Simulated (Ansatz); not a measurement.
# P: the cost of one run

Method: DFT PBE+D3(BJ), scalar-relativistic, plane waves, PAW, in Ansatz 0.2.0.

1 further run of the same task is left out (set aside as unsound or not needed).

## 1. The system as given

It takes space group Cmce (No. 64, orthorhombic). Conventional cell: a = 3.316 Å, b = 10.484 Å, c = 4.379 Å, α = 90.00°, β = 90.00°, γ = 90.00°. Around P (site symmetry m) lie 3 P at 2.22 to 2.24 Å.

Coordinates:

```
CELL_PARAMETERS angstrom
1.65820 -5.24200 0.00000
1.65820 5.24200 0.00000
0.00000 0.00000 4.37930
ATOMIC_POSITIONS crystal
P 0.89838 0.10162 0.08068
P 0.60162 0.39838 0.58068
P 0.10162 0.89838 0.91932
P 0.39838 0.60162 0.41932
```

Source of the structure: the Crystallography Open Database.

(A quick probe on a coarse mesh, which set the mesh and smearing, is not shown.)

## 3. Full relaxation

Contents of input.yaml:

```yaml
crystal:
  lattice:
    - [1.6582, -5.242, 0.0]
    - [1.6582, 5.242, 0.0]
    - [0.0, 0.0, 4.3793]
  atoms:
    - { symbol: P, position: [0.89838, 0.10162, 0.08068] }
    - { symbol: P, position: [0.60162, 0.39838, 0.58068] }
    - { symbol: P, position: [0.10162, 0.89838, 0.91932] }
    - { symbol: P, position: [0.39838, 0.60162, 0.41932] }
basis:
  ecutwfc: 420
kpoints:
  mp_grid: { grid: [6, 6, 4] }
hamiltonian:
  xc: pbe
  dispersion: d3bj
scf:
  occupations: { method: gaussian, width: 0.01 }
output:
  forces: true
  stress: true
  eigenvalues: true
  write_density: true
  write_potential: true
  elf: true
  volumetric_format: npy
relax:
  adjacent_minimum: "off"
  f_tol: 0.005
  max_steps: 80
  cell: { stress_tol: 0.05 }
```

Started as:

```bash
ansatz run input.yaml --threads 1 --pin off --max-ram 2560MiB --backend cpu --events-out ev --progress --plain --runs-dir out
```

**Question.** How long does this run take on 1 thread of Arm Neoverse V2, shared host, and how much memory does it need?

About 21 s, with a peak of 0.35 GiB.
